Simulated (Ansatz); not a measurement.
Working through the interaction energy of a dimer with the counterpoise correction of CH₄SSi, SMILES C[Si]S

Computed with the Python package of Ansatz (0.2.0).

Interactive session:
```pycon
>>> import ansatz as az
>>> FIRST = [
...     ("C", (-0.8688, 0.6167, -0.2348)),
...     ("Si", (0.2933, -0.0457, 0.9472)),
...     ("S", (1.6148, -1.3325, -0.1234)),
...     ("H", (-1.4248, -0.1144, -0.7408)),
...     ("H", (-0.4166, 1.2361, -1.0459)),
...     ("H", (-1.6243, 1.343, 0.2573)),
...     ("H", (2.4267, -1.7033, 0.9401)),
... ]
>>> SECOND = [
...     ("C", (4.9455, -4.6339, 2.764)),
...     ("Si", (3.6275, -3.4475, 2.9684)),
...     ("S", (4.4534, -1.5183, 2.5884)),
...     ("H", (5.7655, -4.4726, 3.3975)),
...     ("H", (5.387, -4.678, 1.7398)),
...     ("H", (4.5848, -5.72, 2.9393)),
...     ("H", (3.2946, -0.7742, 2.7648)),
... ]
>>> def energy(atoms, ghosts=()):
...     molecule = az.Crystal.molecule()
...     for symbol, xyz in atoms:
...         molecule = molecule.atom(symbol, xyz)
...     calc = (
...         molecule.calculation()
...         .basis(gaussian="def2-SVP")
...         .correlation("mp2")
...     )
...     deck = calc.input()
...     if ghosts:
...         deck = deck.set(az.key.basis.gaussian.ghost_atoms, [{"symbol": s, "position_ang": list(xyz)} for s, xyz in ghosts])
...     return az.Session.from_dict(deck).plan().execute().report["free_energy_ev"]
...
>>> # ghost atoms carry the functions of the partner
>>> both = energy(FIRST + SECOND)
>>> alone = energy(FIRST) + energy(SECOND)
>>> ghosted = energy(FIRST, SECOND) + energy(SECOND, FIRST)
>>> print(f"dimer {both:.6f} eV")
dimer -39551.887952 eV
>>> print(f"interaction, uncorrected   {23.060548 * (both - alone):8.3f} kcal/mol")
interaction, uncorrected     -1.861 kcal/mol
>>> print(f"interaction, counterpoise  {23.060548 * (both - ghosted):8.3f} kcal/mol")
interaction, counterpoise     0.687 kcal/mol
>>> print(f"basis-set superposition    {23.060548 * (alone - ghosted):8.3f} kcal/mol")
basis-set superposition       2.549 kcal/mol
```

Uncorrected it is -1.861 kcal/mol, with the counterpoise correction 0.687 kcal/mol; the difference, 2.55 kcal/mol, is the superposition error. The sign changes with the correction, so this basis doesn't settle it.

Reading the output:
- Total energies depend on the basis set; only differences at equal settings carry meaning.
- The dimer is a generated trial pose of unrelaxed monomers, not a minimum, so the figure is no binding energy, and the basis set is small.
- Timing: 7.7 s on 1 thread of Intel(R) Xeon(R) Processor @ 2.30GHz (shared host), peak memory 0.45 GiB.
